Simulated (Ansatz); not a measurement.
# CH5BTe (SMILES CB[TeH]): functionals against CCSD(T) at one geometry

Aim: energy, forces and dipole at a structure displaced at random from a GFN2-xTB minimum, from CCSD(T) and from density functionals.

Program: Ansatz 0.2.0, Gaussian basis. Level of theory: single points in def2-TZVPP. These are calculated values, not measurements.

Cores are frozen in the correlated methods. Filled d shells of the heavier atoms are correlated. Core potentials replace the inner electrons past krypton, and spin-orbit coupling is left out.

## (1) Starting geometry

8 atoms, charge 0, spin multiplicity 1.

Atoms are counted from 1 here; the program's logs count them from 0.

Bond lengths: C1–B2 1.572 Å, C1–H4 1.113 Å, C1–H5 1.077 Å, C1–H6 1.096 Å, B2–Te3 2.076 Å, B2–H7 1.170 Å, Te3–H8 1.665 Å. Angles: B2–C1–H4 109.1°, B2–C1–H5 109.9°, B2–C1–H6 112.9°, H4–C1–H5 106.8°, H4–C1–H6 108.1°, H5–C1–H6 109.8°, C1–B2–Te3 125.5°, C1–B2–H7 118.8°, Te3–B2–H7 115.7°, B2–Te3–H8 95.9°.

Coordinates:

```mol
CH5BTe
  3D, bonds by distance, orders not assigned

  8  7  0  0  0  0  0  0  0  0999 V2000
    0.1365    0.6881   -0.6464 C   0  0
   -0.4654    0.0977    0.6802 B   0  0
   -0.1390   -1.8220    1.4010 Te  0  0
   -0.6947    1.0244   -1.3057 H   0  0
    0.7292    1.5592   -0.4244 H   0  0
    0.7385   -0.0388   -1.2030 H   0  0
   -1.1426    0.7811    1.3459 H   0  0
    0.8112   -2.3220    0.1291 H   0  0
  1  2  8  0
  1  4  8  0
  1  5  8  0
  1  6  8  0
  2  3  8  0
  2  7  8  0
  3  8  8  0
M  END
```

## (2) CCSD(T)/def2-TZVPP

File run/in.yaml:

```yaml
crystal:
  periodic: [false, false, false]
  atoms:
    - {symbol: C, position_ang: [0.136500, 0.688100, -0.646400]}
    - {symbol: B, position_ang: [-0.465400, 0.097700, 0.680200]}
    - {symbol: Te, position_ang: [-0.139000, -1.822000, 1.401000]}
    - {symbol: H, position_ang: [-0.694700, 1.024400, -1.305700]}
    - {symbol: H, position_ang: [0.729200, 1.559200, -0.424400]}
    - {symbol: H, position_ang: [0.738500, -0.038800, -1.203000]}
    - {symbol: H, position_ang: [-1.142600, 0.781100, 1.345900]}
    - {symbol: H, position_ang: [0.811200, -2.322000, 0.129100]}
basis:
  gaussian: {orbitals: def2-TZVPP}
correlation: {method: ccsd_t}
output: {forces: true}
```

No record of the launch command was kept for these runs.

## (3) PBE0-D4/def2-TZVPP

run/in.yaml, as its differences from that of step 2:

```diff
@@ -13,3 +13,3 @@
   gaussian: {orbitals: def2-TZVPP}
-correlation: {method: ccsd_t}
-output: {forces: true}
+hamiltonian: {xc: pbe0, dispersion: d4}
+output: {forces: true, orbitals: {seedname: orbitals}}
```

## (4) wB97M-V/def2-TZVPP

run/in.yaml, as its differences from that of step 3:

```diff
@@ -13,3 +13,3 @@
   gaussian: {orbitals: def2-TZVPP}
-hamiltonian: {xc: pbe0, dispersion: d4}
-output: {forces: true, orbitals: {seedname: orbitals}}
+hamiltonian: {xc: {name: wB97M-V}}
+output: {forces: true}
```

## (5) r2SCAN-D4/def2-TZVPP

run/in.yaml, as its differences from that of step 4:

```diff
@@ -13,3 +13,3 @@
   gaussian: {orbitals: def2-TZVPP}
-hamiltonian: {xc: {name: wB97M-V}}
+hamiltonian: {xc: r2scan, dispersion: d4}
 output: {forces: true}
```

## (6) PBE-D4/def2-TZVPP

run/in.yaml, as its differences from that of step 5:

```diff
@@ -13,3 +13,3 @@
   gaussian: {orbitals: def2-TZVPP}
-hamiltonian: {xc: r2scan, dispersion: d4}
+hamiltonian: {xc: pbe, dispersion: d4}
 output: {forces: true}
```

## (7) B97M-V/def2-TZVPP

run/in.yaml, as its differences from that of step 6:

```diff
@@ -13,3 +13,3 @@
   gaussian: {orbitals: def2-TZVPP}
-hamiltonian: {xc: pbe, dispersion: d4}
+hamiltonian: {xc: {name: B97M-V}}
 output: {forces: true}
```

## (8) LC-wPBE/def2-TZVPP

run/in.yaml, as its differences from that of step 7:

```diff
@@ -13,3 +13,3 @@
   gaussian: {orbitals: def2-TZVPP}
-hamiltonian: {xc: {name: B97M-V}}
+hamiltonian: {xc: {name: LC-wPBE}}
 output: {forces: true}
```

(Steps that only read results are left out.)

What does the calculation give? Wanted: energy less free atoms, CCSD(T)/def2-TZVPP; RMS force component; RMS force error; HOMO and LUMO, PBE0-D4; T1 diagnostic.

**Answer**, as computed:

```
                                  quantity                                                                                          value
energy less free atoms, CCSD(T)/def2-TZVPP                                                                                -623.1 kcal/mol
                       RMS force component                                                           0.387 to 0.457 eV/Å over the methods
                           RMS force error  PBE0-D4 0.099, wB97M-V 0.066, r2SCAN-D4 0.108, PBE-D4 0.187, B97M-V 0.136, LC-wPBE 0.096 eV/Å
                    HOMO and LUMO, PBE0-D4                                                                             -7.00 and -1.17 eV
                             T1 diagnostic                                                                                          0.013
```

In words: Against CCSD(T) the functionals' energies less atoms differ by -24.0 to -7.9 kcal/mol, PBE-D4 by -24.0 kcal/mol. The reference is not at the basis limit: in triple zeta CCSD(T) underbinds, which counts against methods that bind more; the gaps are no ranking. On forces the order runs from wB97M-V to PBE-D4. Frozen-core CCSD(T) forces in triple zeta carry basis errors of their own, and this is one geometry, so small gaps rank nothing.
